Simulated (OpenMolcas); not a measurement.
# Rh⁴⁺ among point charges: CASSCF and CASPT2 levels and susceptibility, part 2 of 2

Aim: the splitting of the states of Rh⁴⁺ in the field of 2 point charges, its lowest levels with spin-orbit coupling and its magnetic susceptibility.

OpenMolcas 26.06; ANO-RCC-VDZP, DKH2, active space 5 electrons in 5 orbitals (4d), orbitals: per spin and parity. Surroundings: 2 point charges of -2 e arranged as a linear pair (D∞h), 1.71 Å from the ion.

## (7) CASPT2: IPEA 0.25, imaginary shift 0.1 (closed shells correlated: 4s 4p)

File a.inp:

```
>>> COPY JOB001 $Project.JobIph
&CASPT2
Multistate=1 1
Frozen=8 6
IPEA=0.25
Imaginary=0.1
MaxIter=60
WThr=0.0 0.3 0.05
PrWF=0.5
NoMix
>>> COPY JOB002 $Project.JobIph
&CASPT2
Multistate=24 1 2 3 4 5 6 7 8 9 10 11 12 13 14 15 16 17 18 19 20 21 22
23 24
NoMult
Frozen=8 6
IPEA=0.25
Imaginary=0.1
MaxIter=60
WThr=0.0 0.3 0.05
PrWF=0.5
NoMix
>>> COPY JOB003 $Project.JobIph
&CASPT2
Multistate=75 1 2 3 4 5 6 7 8 9 10 11 12 13 14 15 16 17 18 19 20 21 22
23 24 25 26 27 28 29 30 31 32 33 34 35 36 37 38 39 40 41 42 43 44 45 46
47 48 49 50 51 52 53 54 55 56 57 58 59 60 61 62 63 64 65 66 67 68 69 70
71 72 73 74 75
NoMult
Frozen=8 6
IPEA=0.25
Imaginary=0.1
MaxIter=60
WThr=0.0 0.3 0.05
PrWF=0.5
NoMix
```

The run is started by

```sh
$ OMP_NUM_THREADS=1 MOLCAS_MEM=1689 MOLCAS_PROJECT=a pymolcas a.inp > a.log
```

What it wrote:

```text
Orbital specifications:
      -----------------------

      Symmetry species                           1   2
                                                ag  au
      Frozen orbitals                            8   6
      Inactive orbitals                          1   3
      Active orbitals                            5   0
      Secondary orbitals                         7  13
      Deleted orbitals                           0   0
      Number of basis functions                 21  22
Type of calculation                        SS-CASPT2
      Fock operator                              state-specific
      IPEA shift                                 0.25
      Real shift                                 0.00
      Imaginary shift                            0.10
      The input orbitals will be transformed to quasi-canonical
Reference energy:       -4781.9508684601
      E2 (Non-variational):      -0.2368530772
      Shift correction:          -0.0001008598
      E2 (Variational):          -0.2369539371
      Total energy:           -4782.1878223972
      Residual norm:              0.0000008049
      Reference weight:           0.95495
      Contributions to the CASPT2 correlation energy
      Active & Virtual Only:         -0.0514537093
      One Inactive Excited:          -0.1204256503
      Two Inactive Excited:          -0.0649737176
::    CASPT2 Root  1     Total energy:  -4782.18782240
Orbital specifications:
      -----------------------

      Symmetry species                           1   2
                                                ag  au
      Frozen orbitals                            8   6
      Inactive orbitals                          1   3
      Active orbitals                            5   0
      Secondary orbitals                         7  13
      Deleted orbitals                           0   0
      Number of basis functions                 21  22
Type of calculation                        SS-CASPT2
      Fock operator                              state-specific
      IPEA shift                                 0.25
      Real shift                                 0.00
      Imaginary shift                            0.10
      The input orbitals will be transformed to quasi-canonical
Reference energy:       -4781.8923183367
      E2 (Non-variational):      -0.2458536182
      Shift correction:          -0.0001040260
      E2 (Variational):          -0.2459576442
      Total energy:           -4782.1382759808
      Residual norm:              0.0000000557
      Reference weight:           0.95376
      Contributions to the CASPT2 correlation energy
      Active & Virtual Only:         -0.0564608381
      One Inactive Excited:          -0.1211209111
      Two Inactive Excited:          -0.0682718689
Reference energy:       -4781.8923183367
      E2 (Non-variational):      -0.2458565012
      Shift correction:          -0.0001040144
      E2 (Variational):          -0.2459605156
      Total energy:           -4782.1382788523
      Residual norm:              0.0000000557
      Reference weight:           0.95376
      Contributions to the CASPT2 correlation energy
      Active & Virtual Only:         -0.0564600147
      One Inactive Excited:          -0.1211246061
      Two Inactive Excited:          -0.0682718804
::    CASPT2 Root  1     Total energy:  -4782.13827598
::    CASPT2 Root  2     Total energy:  -4782.13827885
::    CASPT2 Root  3     Total energy:  -4782.10704251
::    CASPT2 Root  4     Total energy:  -4782.10704251
::    CASPT2 Root  5     Total energy:  -4782.10698075
::    CASPT2 Root  6     Total energy:  -4782.10698075
::    CASPT2 Root  7     Total energy:  -4782.08275126
::    CASPT2 Root  8     Total energy:  -4782.08275126
::    CASPT2 Root  9     Total energy:  -4782.06294687
::    CASPT2 Root 10     Total energy:  -4782.06294603
::    CASPT2 Root 11     Total energy:  -4782.06064676
::    CASPT2 Root 12     Total energy:  -4782.04974651
::    CASPT2 Root 13     Total energy:  -4782.04974664
::    CASPT2 Root 14     Total energy:  -4782.04746472
::    CASPT2 Root 15     Total energy:  -4782.03636661
::    CASPT2 Root 16     Total energy:  -4781.98851671
::    CASPT2 Root 17     Total energy:  -4781.98851671
::    CASPT2 Root 18     Total energy:  -4781.98080307
::    CASPT2 Root 19     Total energy:  -4781.93449599
::    CASPT2 Root 20     Total energy:  -4781.93449599
::    CASPT2 Root 21     Total energy:  -4781.93204242
::    CASPT2 Root 22     Total energy:  -4781.93204242
::    CASPT2 Root 23     Total energy:  -4781.88542455
::    CASPT2 Root 24     Total energy:  -4781.88542530
Orbital specifications:
      -----------------------

      Symmetry species                           1   2
                                                ag  au
      Frozen orbitals                            8   6
      Inactive orbitals                          1   3
      Active orbitals                            5   0
      Secondary orbitals                         7  13
      Deleted orbitals                           0   0
      Number of basis functions                 21  22
Type of calculation                        SS-CASPT2
      Fock operator                              state-specific
      IPEA shift                                 0.25
      Real shift                                 0.00
      Imaginary shift                            0.10
      The input orbitals will be transformed to quasi-canonical
Reference energy:       -4781.8238308063
      E2 (Non-variational):      -0.2547233047
      Shift correction:          -0.0001124451
      E2 (Variational):          -0.2548357498
      Total energy:           -4782.0786665561
      Residual norm:              0.0000000630
      Reference weight:           0.95159
      Contributions to the CASPT2 correlation energy
      Active & Virtual Only:         -0.0595694531
      One Inactive Excited:          -0.1248594642
      Two Inactive Excited:          -0.0702943874
Reference energy:       -4781.8238308063
      E2 (Non-variational):      -0.2547233119
      Shift correction:          -0.0001124452
      E2 (Variational):          -0.2548357571
      Total energy:           -4782.0786665634
      Residual norm:              0.0000000630
      Reference weight:           0.95159
      Contributions to the CASPT2 correlation energy
      Active & Virtual Only:         -0.0595694571
      One Inactive Excited:          -0.1248594675
      Two Inactive Excited:          -0.0702943873
::    CASPT2 Root  1     Total energy:  -4782.07866656
::    CASPT2 Root  2     Total energy:  -4782.07866656
::    CASPT2 Root  3     Total energy:  -4782.06882673
::    CASPT2 Root  4     Total energy:  -4782.06882451
::    CASPT2 Root  5     Total energy:  -4782.06272970
::    CASPT2 Root  6     Total energy:  -4782.06268755
::    CASPT2 Root  7     Total energy:  -4782.05923338
::    CASPT2 Root  8     Total energy:  -4782.06026290
::    CASPT2 Root  9     Total energy:  -4782.05759513
::    CASPT2 Root 10     Total energy:  -4782.04155095
::    CASPT2 Root 11     Total energy:  -4782.04157433
::    CASPT2 Root 12     Total energy:  -4782.04210607
::    CASPT2 Root 13     Total energy:  -4782.04210605
::    CASPT2 Root 14     Total energy:  -4782.02797103
::    CASPT2 Root 15     Total energy:  -4782.02797098
::    CASPT2 Root 16     Total energy:  -4782.03409177
::    CASPT2 Root 17     Total energy:  -4782.03409177
::    CASPT2 Root 18     Total energy:  -4782.02825471
::    CASPT2 Root 19     Total energy:  -4782.02825473
::    CASPT2 Root 20     Total energy:  -4782.02116011
::    CASPT2 Root 21     Total energy:  -4782.02116011
::    CASPT2 Root 22     Total energy:  -4782.01295741
::    CASPT2 Root 23     Total energy:  -4782.01295738
::    CASPT2 Root 24     Total energy:  -4782.00416603
::    CASPT2 Root 25     Total energy:  -4782.00416603
::    CASPT2 Root 26     Total energy:  -4781.99610876
::    CASPT2 Root 27     Total energy:  -4781.99622013
::    CASPT2 Root 28     Total energy:  -4782.00571698
::    CASPT2 Root 29     Total energy:  -4782.00571698
::    CASPT2 Root 30     Total energy:  -4781.99738410
```

This run took 7.2 s in all on 1 thread of Arm Neoverse V1, shared host.

SS-CASPT2: lowest energy less the reference's lowest, -0.2370 hartree; reference weights 0.941 to 0.955.

Spin-free states, with their symmetry labels:

```csv
state,degeneracy,E (cm-1),free-ion L (%)
6Sigma,1,0,S (100)
4Delta,2,10874,G (38)
4Phi,2,17729,G (75)
4Pi,2,17743,D (49)
4Pi,2,23060,G (76)
2Pi,2,23957,G (26)
2Gamma,2,26117,G (47)
4Gamma,2,27407,G (100)
2Delta,2,27459,G (27)
4Sigma,1,27912,G (100)
2Sigma,1,27996,F (71)
2Sigma,1,28222,I (61)
2Sigma,1,28582,D (56)
4Delta,2,30304,G (50)
4Sigma,1,30805,P (100)
2Phi,2,31981,I (41)
2Delta,2,32100,I (68)
4Sigma,1,33241,D (100)
2Pi,2,33740,I (41)
2Phi,2,35021,F (74)
2H,2,35083,I (72)
2Pi,2,36578,D (49)
2Phi,2,38378,G (35)
2Pi,2,39968,G (53)
```

With spin-orbit coupling:

```tsv
E (cm-1)	Degeneracy	2S+1	g
0	2	6	0.00 0.00 9.96
70	2	6	0.00 0.00 5.98
100	2	6	1.99 5.99 5.99
9630	2	4	0.00 0.00 9.96
10080	2	4	0.00 0.00 6.07
11070	2	4	0.00 0.00 2.08
12230	2	4	0.05 0.05 1.89
16230	2	4	0.00 0.00 7.88
17040	2	4	0.00 0.00 11.88
17660	2	4	0.00 0.00 3.90
17690	2	4	0.00 0.00 8.01
18120	2	4	0.00 0.00 4.05
18590	2	4	0.00 0.00 0.09
18730	2	4	0.16 1.14 1.14
19730	2	4	1.35 1.35 3.64
22460	2	4	0.86 3.15 3.15
22510	2	4	0.00 0.00 7.88
22540	2	4	0.00 0.00 3.97
23570	2	4	0.59 1.02 1.02
23670	2	4	0.12 0.12 2.51
24980	2	2	0.00 0.00 3.89
25400	2	2	0.00 0.00 10.07
26700	2	4	0.00 0.00 3.67
27190	2	4	0.00 0.00 6.16
```

Powder χT (cm³ K/mol): 3.15 at 2 K, 3.22 at 5 K, 3.35 at 10 K, 3.58 at 20 K, 4.04 at 50 K, 4.25 at 100 K, 4.30 at 150 K, 4.32 at 200 K, 4.33 at 250 K, 4.34 at 300 K.

## (8) The methods side by side

A. CASSCF
B. SS-CASPT2, IPEA 0.25, imaginary shift 0.1 (closed shells correlated: 4s 4p)

```csv
method,ground state,first gap with spin-orbit (cm-1),χT at 300 K
A,6Sigma,52.6,4.35
B,6Sigma,69.8,4.34
```

## (9) What came out

What follows sums up all 2 parts.

```
                 quantity                                                                        value
                   method  SS-CASPT2, IPEA 0.25, imaginary shift 0.1 (closed shells correlated: 4s 4p)
   spin-free ground state                                           6Sigma, 1-fold in its orbital part
             lowest level                                                 2-fold, g = 0.00, 0.00, 9.96
               next level                                                                    69.8 cm⁻¹
              χT at 300 K                                                               4.34 cm³ K/mol
effective moment at 300 K                                                                      5.89 μB
```

Cost by method:

| method | time of its own steps | time with the reference |
| --- | --- | --- |
| A. CASSCF | 25 s | 25 s |
| B. SS-CASPT2, IPEA 0.25, imaginary shift 0.1, +4s 4p | 7.2 s | 33 s |

Times are of one thread on a shared host.

In words: The spin-free ground state (6Sigma) comes to 100 % from free-ion S terms and keeps the highest spin of the shell. χT at 300 K is 4.34, against 4.39 cm³ K/mol for the spin alone, as a half-filled shell (L = 0) has no orbital moment. An active space of the d shell alone favours high spin; real ions in strong fields can be low spin. CASPT2 does not keep the components of a term degenerate, and the means are used. The field of point charges can differ much from that of real complexes. With metal d orbitals alone active, the gaps between spin states are rough; where two lie within a few thousand cm-1, their order is open. This is an electrostatic model: the charges have no orbitals.
